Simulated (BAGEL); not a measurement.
# A workflow on C3H10OSi (SMILES C[Si](C)(C)O)

Aim: the energy (HF/def2-SVP), then a single-point energy (NEVPT2(2,2)/def2-SVP) of C3H10OSi. 

The results are computed with BAGEL 1.2.2.

1 further run of the same task is left out (set aside as unsound or not needed).

**1. The structure to begin with**

C3H10OSi has 15 atoms, charge 0, and is taken as a singlet. SMILES: `C[Si](C)(C)O`. One bond was lengthened or shortened from a relaxed shape.

Bond lengths: C1–Si2 1.870 Å, Si2–C3 1.870 Å, Si2–C4 1.861 Å, Si2–O5 1.411 Å, C1–H6 1.094 Å, C1–H7 1.094 Å, C1–H8 1.093 Å, C3–H9 1.094 Å, C3–H10 1.093 Å, C3–H11 1.094 Å, C4–H12 1.093 Å, C4–H13 1.093 Å, C4–H14 1.093 Å, O5–H15 0.957 Å. Some angles: C1–Si2–C3 109.3°, C1–Si2–C4 111.0°, C1–Si2–O5 110.3°, C3–Si2–C4 111.0°, C3–Si2–O5 110.3°, C4–Si2–O5 104.8°, Si2–C1–H6 111.5°, Si2–C1–H7 111.0°, Si2–C1–H8 111.0°, Si2–C3–H9 111.5°.

**2. A single-point energy at HF/def2-SVP (density fitting with svp-jkfit) (run 1)**

Input file job.json:

```json
{ "bagel" : [

{
  "title" : "molecule",
  "basis" : "svp",
  "df_basis" : "svp-jkfit",
  "geometry" : [
    { "atom" : "C", "xyz" : [ -3.20484701,  0.71476812, -0.15077936 ] },
    { "atom" : "Si", "xyz" : [  0.29078728,  0.73334413, -0.67279730 ] },
    { "atom" : "C", "xyz" : [  1.93481121,  1.05331255,  2.43961942 ] },
    { "atom" : "C", "xyz" : [  1.32894612, -2.17772228, -2.35185676 ] },
    { "atom" : "O", "xyz" : [  0.97547663,  2.73649350, -2.29306927 ] },
    { "atom" : "H", "xyz" : [ -3.83996506,  2.44367855,  0.78790430 ] },
    { "atom" : "H", "xyz" : [ -3.76721060, -0.87802534,  1.04065517 ] },
    { "atom" : "H", "xyz" : [ -4.21934648,  0.55724055, -1.94303341 ] },
    { "atom" : "H", "xyz" : [  1.37675619,  2.78764650,  3.41649444 ] },
    { "atom" : "H", "xyz" : [  3.98491839,  1.09692743,  2.19200861 ] },
    { "atom" : "H", "xyz" : [  1.47804551, -0.53207318,  3.68487335 ] },
    { "atom" : "H", "xyz" : [  0.88639116, -3.86885708, -1.25084563 ] },
    { "atom" : "H", "xyz" : [  3.36680787, -2.14597488, -2.68378715 ] },
    { "atom" : "H", "xyz" : [  0.38952547, -2.34307331, -4.18330373 ] },
    { "atom" : "H", "xyz" : [  0.58985911,  4.41842534, -1.74971632 ] }
  ]
},
{ "title" : "hf" },
{ "title" : "print", "file" : "orbitals.molden", "orbitals" : true }

]}
```

Started as:

```bash
$ BAGEL_NUM_THREADS=1 BAGEL job.json > job.out
```

The program printed:

```text
* using 1 threads per process

  ===============================================================
  ===============================================================

  *** Geometry ***

  { "atom" : "C", "xyz" : [     -3.204847,      0.714768,     -0.150779 ] },
  { "atom" : "Si", "xyz" : [      0.290787,      0.733344,     -0.672797 ] },
  { "atom" : "C", "xyz" : [      1.934811,      1.053313,      2.439619 ] },
  { "atom" : "C", "xyz" : [      1.328946,     -2.177722,     -2.351857 ] },
  { "atom" : "O", "xyz" : [      0.975477,      2.736493,     -2.293069 ] },
  { "atom" : "H", "xyz" : [     -3.839965,      2.443679,      0.787904 ] },
  { "atom" : "H", "xyz" : [     -3.767211,     -0.878025,      1.040655 ] },
  { "atom" : "H", "xyz" : [     -4.219346,      0.557241,     -1.943033 ] },
  { "atom" : "H", "xyz" : [      1.376756,      2.787647,      3.416494 ] },
  { "atom" : "H", "xyz" : [      3.984918,      1.096927,      2.192009 ] },
  { "atom" : "H", "xyz" : [      1.478046,     -0.532073,      3.684873 ] },
  { "atom" : "H", "xyz" : [      0.886391,     -3.868857,     -1.250846 ] },
  { "atom" : "H", "xyz" : [      3.366808,     -2.145975,     -2.683787 ] },
  { "atom" : "H", "xyz" : [      0.389525,     -2.343073,     -4.183304 ] },
  { "atom" : "H", "xyz" : [      0.589859,      4.418425,     -1.749716 ] },

  Number of auxiliary basis functions:      610

  Since a DF basis is specified, we compute 2- and 3-index integrals:
    o Being stored without compression. Storage requirement is 0.075 GB

  Number of basis functions:      124
  Number of electrons      :       50

    * METHOD: MOLECULE                             0.46

  *** RHF ***

  === Nuclear Repulsion ===
   260.9195245871

      * DIIS with orbital gradients will be used.

  === RHF iteration (svp) ===
      0       -482.72264799          0.01557126           0.18
      1       -482.94856674          0.00742374           0.20
      2       -483.00086171          0.00134060           0.18
      3       -483.00297768          0.00046204           0.18
      4       -483.00321101          0.00006070           0.18
      5       -483.00321669          0.00001434           0.18
      6       -483.00321697          0.00000474           0.19
      7       -483.00321701          0.00000074           0.18
      8       -483.00321701          0.00000017           0.18
      9       -483.00321701          0.00000006           0.18
     10       -483.00321701          0.00000002           0.18
     11       -483.00321701          0.00000000           0.18
    * SCF iteration converged.

    * Permanent dipole moment:
           (    0.144391,    -0.580657,    -0.209780) a.u.

    * METHOD: HF                                   2.56

    * METHOD: PRINT                                0.02

  ===============================================================
```

Wall time 3.3 s (1 thread of Arm Neoverse V2, shared host); peak memory 0.23 GiB.

**3. A single-point energy at NEVPT2(2,2)/def2-SVP (density fitting with svp-jkfit) (run 2)**

Input file calc.json:

```json
{ "bagel": [

{
  "title": "molecule",
  "basis": "svp",
  "df_basis": "svp-jkfit",
  "angstrom": "false",
  "geometry": [
    { "atom": "C", "xyz": [    -3.20484701,     0.71476812,    -0.15077936 ] },
    { "atom": "Si", "xyz": [     0.29078728,     0.73334413,    -0.67279730 ] },
    { "atom": "C", "xyz": [     1.93481121,     1.05331255,     2.43961942 ] },
    { "atom": "C", "xyz": [     1.32894612,    -2.17772228,    -2.35185676 ] },
    { "atom": "O", "xyz": [     0.97547663,     2.73649350,    -2.29306927 ] },
    { "atom": "H", "xyz": [    -3.83996506,     2.44367855,     0.78790430 ] },
    { "atom": "H", "xyz": [    -3.76721060,    -0.87802534,     1.04065517 ] },
    { "atom": "H", "xyz": [    -4.21934648,     0.55724055,    -1.94303341 ] },
    { "atom": "H", "xyz": [     1.37675619,     2.78764650,     3.41649444 ] },
    { "atom": "H", "xyz": [     3.98491839,     1.09692743,     2.19200861 ] },
    { "atom": "H", "xyz": [     1.47804551,    -0.53207318,     3.68487335 ] },
    { "atom": "H", "xyz": [     0.88639116,    -3.86885708,    -1.25084563 ] },
    { "atom": "H", "xyz": [     3.36680787,    -2.14597488,    -2.68378715 ] },
    { "atom": "H", "xyz": [     0.38952547,    -2.34307331,    -4.18330373 ] },
    { "atom": "H", "xyz": [     0.58985911,     4.41842534,    -1.74971632 ] }
  ]
},

{ "title": "hf" },

{ "title": "nevpt2", "nstate": 1, "nact": 2, "nclosed": 24, "active": [10, 33], "maxiter": 200, "natocc": "true", "ncore": 9 },

{ "title": "print", "file": "orbitals.molden", "orbitals": "true" }

]}
```

Started as:

```bash
$ BAGEL_NUM_THREADS=1 BAGEL calc.json > calc.out
```

The program printed:

```text
* using 1 threads per process

  ===============================================================
  ===============================================================

  *** Geometry ***

  { "atom" : "C", "xyz" : [     -3.204847,      0.714768,     -0.150779 ] },
  { "atom" : "Si", "xyz" : [      0.290787,      0.733344,     -0.672797 ] },
  { "atom" : "C", "xyz" : [      1.934811,      1.053313,      2.439619 ] },
  { "atom" : "C", "xyz" : [      1.328946,     -2.177722,     -2.351857 ] },
  { "atom" : "O", "xyz" : [      0.975477,      2.736493,     -2.293069 ] },
  { "atom" : "H", "xyz" : [     -3.839965,      2.443679,      0.787904 ] },
  { "atom" : "H", "xyz" : [     -3.767211,     -0.878025,      1.040655 ] },
  { "atom" : "H", "xyz" : [     -4.219346,      0.557241,     -1.943033 ] },
  { "atom" : "H", "xyz" : [      1.376756,      2.787647,      3.416494 ] },
  { "atom" : "H", "xyz" : [      3.984918,      1.096927,      2.192009 ] },
  { "atom" : "H", "xyz" : [      1.478046,     -0.532073,      3.684873 ] },
  { "atom" : "H", "xyz" : [      0.886391,     -3.868857,     -1.250846 ] },
  { "atom" : "H", "xyz" : [      3.366808,     -2.145975,     -2.683787 ] },
  { "atom" : "H", "xyz" : [      0.389525,     -2.343073,     -4.183304 ] },
  { "atom" : "H", "xyz" : [      0.589859,      4.418425,     -1.749716 ] },

  Number of auxiliary basis functions:      610

  Since a DF basis is specified, we compute 2- and 3-index integrals:
    o Being stored without compression. Storage requirement is 0.075 GB

  Number of basis functions:      124
  Number of electrons      :       50

    * METHOD: MOLECULE                             0.47

  *** RHF ***

  === Nuclear Repulsion ===
   260.9195245871

      * DIIS with orbital gradients will be used.

  === RHF iteration (svp) ===
      0       -482.72264799          0.01557126           0.18
      1       -482.94856674          0.00742374           0.20
      2       -483.00086171          0.00134060           0.18
      3       -483.00297768          0.00046204           0.18
      4       -483.00321101          0.00006070           0.18
      5       -483.00321669          0.00001434           0.18
      6       -483.00321697          0.00000474           0.19
      7       -483.00321701          0.00000074           0.18
      8       -483.00321701          0.00000017           0.18
      9       -483.00321701          0.00000006           0.18
     10       -483.00321701          0.00000002           0.18
     11       -483.00321701          0.00000000           0.18
    * SCF iteration converged.

    * Permanent dipole moment:
           (    0.144391,    -0.580657,    -0.209780) a.u.

    * METHOD: HF                                   2.59

    * freezing 9 orbitals
  ---------------------------
      CASSCF calculation
  ---------------------------

    ==== Active orbitals : =====
         Orbital 10
         Orbital 33
    ============================

    * nstate   :      1
    * nclosed  :     24
    * nact     :      2
    * nvirt    :     98
  === CASSCF iteration (svp) ===

    * Using the second-order algorithm

      0  0      -483.00322131     1.78e-06      0.05

      1  0      -483.00336207     3.03e-05      0.59

      2  0      -483.00636429     2.90e-04      0.86

      3  0      -483.01353968     3.92e-04      1.11

      4  0      -483.01468158     1.05e-04      1.25

      5  0      -483.01503432     8.74e-05      1.17

      6  0      -483.01657804     3.28e-04      1.16

      7  0      -483.02159775     8.00e-04      1.20

      8  0      -483.02256071     8.03e-05      1.23

      9  0      -483.02256848     2.06e-05      1.22

     10  0      -483.02256874     7.59e-06      1.22

     11  0      -483.02256875     2.58e-06      1.31

     12  0      -483.02256876     8.45e-07      1.34

     13  0      -483.02256876     2.73e-07      1.28

     14  0      -483.02256876     8.76e-08      1.15

     15  0      -483.02256876     2.81e-08      1.10

     16  0      -483.02256876     8.97e-09      0.97

    * Second-order optimization converged. *

     guess   0:   closed 1.                   open ..

  === FCI iteration ===

      0  0      -483.00297070     1.04e-01      0.00
      1  0      -483.02254736     2.63e-03      0.00
      2  0 *    -483.02256876     1.65e-15      0.00

     * ci vector, state   0, <S^2> = 0.0000
       2.     0.9956174478
       .2    -0.0935195044

  === DF-NEVPT2 calculation ===

    * 3-index integral transformation done
    * assembly done

      NEVPT2 correlation energy:   -0.6986204233      0.58

          (+0)     -0.6183770749
          (+0)'    -0.0350733086
          (+1)     -0.0050887230
          (+1)'    -0.0000000000
          (+2)     -0.0004261953
          (-1)     -0.0325011955
          (-1)'     0.0000000000
          (-2)     -0.0071539260

      NEVPT2 total energy:       -483.7211891791

    * METHOD: NEVPT2                              19.56

    * METHOD: PRINT                                0.02

  ===============================================================
```

Run time: 23 s. Hardware: 1 thread of Arm Neoverse V2, shared host; peak memory 0.23 GiB.

**4. What came out**

| quantity | value |
| --- | --- |
| run 1, HF/def2-SVP: total energy | -483.00322 Eh |
| run 1, HF/def2-SVP: dipole moment | 1.61 D |
| run 1, HF/def2-SVP: HOMO energy | -11.07 eV |
| run 1, HF/def2-SVP: LUMO energy | 4.13 eV |
| run 1, HF/def2-SVP: HOMO–LUMO gap | 15.21 eV |
| run 2, NEVPT2(2,2)/def2-SVP: total energy | -483.72119 Eh |
